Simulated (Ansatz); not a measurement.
**GeH3 (doublet): wave-function methods side by side at a displaced geometry (v1), cc-pVTZ**

One table from this session's results is given with a row withheld; the runs are named, their logs left out.

Method: cc-pVTZ, core rule «outside noble gas», up to 14 orbitals frozen; program: Ansatz 0.2.0, Gaussian basis.

Plan: UHF; CCSD(T) on ROHF; CCSD(T) on UHF; BCCD(T) on ROHF; CCSDT(Q) on ROHF; CCSDT(Q) on UHF; CASSCF and MRCISD+Q, 7 electrons in 7 orbitals; CASSCF and NEVPT2, 7 electrons in 7 orbitals.

26 further runs of the same task are left out: 1 for a mislabelled method, 2 for a known fault of the program, 6 that didn't finish, 17 set aside as unsound or not needed.

## The system

The geometry is a PBE0/def2-TZVP stationary point (not a proven minimum) with its atoms shifted at random (size 0.040 Å). No spin-orbit coupling is included. The filled d shell of Ge may be among the frozen orbitals whatever the setting's name suggests; the logs give the count.

4 atoms, charge 0, spin multiplicity 2.

Atoms are counted from 1 here; the program's logs count them from 0.

Bond lengths: Ge1–H2 1.535 Å, Ge1–H3 1.537 Å, Ge1–H4 1.575 Å. Angles: H2–Ge1–H3 110.7°, H2–Ge1–H4 112.7°, H3–Ge1–H4 113.5°.

Geometry (Å):

```xyz
4
charge 0, multiplicity 2
Ge    0.0002   -0.0001   -0.0175
H     1.4643    0.0006    0.4426
H    -0.7010    1.3042    0.3958
H    -0.7747   -1.2975    0.4261
```

The first run:

in.yaml reads:

```yaml
crystal:
  periodic: [false, false, false]
  atoms:
    - {symbol: Ge, position_ang: [0.000158, -0.000101, -0.017546]}
    - {symbol: H, position_ang: [1.464297, 0.000648, 0.442604]}
    - {symbol: H, position_ang: [-0.701030, 1.304162, 0.395821]}
    - {symbol: H, position_ang: [-0.774672, -1.297524, 0.426057]}
basis:
  gaussian: {orbitals: cc-pVTZ}
magnetization: {spin_polarized: true, initial_magnetization: 1}
hamiltonian: {xc: hf}
output: {orbitals: {seedname: orbitals}}
```

Started as:

```console
ansatz run in.yaml --threads 1 --pin off --events-out ev --progress --plain --max-ram 2393MiB
```

Among the steps run: UHF; CCSD(T) on ROHF; CCSD(T) on UHF; BCCD(T) on ROHF; CCSDT(Q) on ROHF; CCSDT(Q) on UHF; CASSCF and MRCISD+Q, 7 electrons in 7 orbitals; CASSCF and NEVPT2, 7 electrons in 7 orbitals.

One of the session's tables, all rows but one given; the rest of the session is left out.

| method | from UCCSDT(Q) (meV) |
| --- | --- |
| ROHF | +3899.5 |
| UHF | +3848.8 |
| RMP2 | +797.0 |
| UMP2 | +789.3 |
| RCCSD | +116.4 |
| UCCSD | +110.7 |
| RCCSD(T) | +26.1 |
| UCCSD(T) | +21.2 |
| BCCD(T) | +25.6 |
| RCCSDT | ? |
| UCCSDT | +2.1 |
| RCCSDT(Q) | +5.0 |
| UCCSDT(Q) | 0 |
| CASSCF valence | +2651.8 |
| NEVPT2 valence | +755.2 |
| MRCISD valence | +140.9 |
| MRCISD+Q valence | +19.4 |

Q: Estimate the row for RCCSDT from the others.

As computed: from UCCSDT(Q) (meV): +7.0. In the column «from UCCSDT(Q) (meV)» it lies between RCCSDT(Q) (+5.0) and MRCISD+Q valence (+19.4).

Caveats from the session: Restricted and unrestricted rows rest on different reference determinants; where their highest levels disagree by more than a few hundredths of an eV, they describe different states and don't form one ladder.
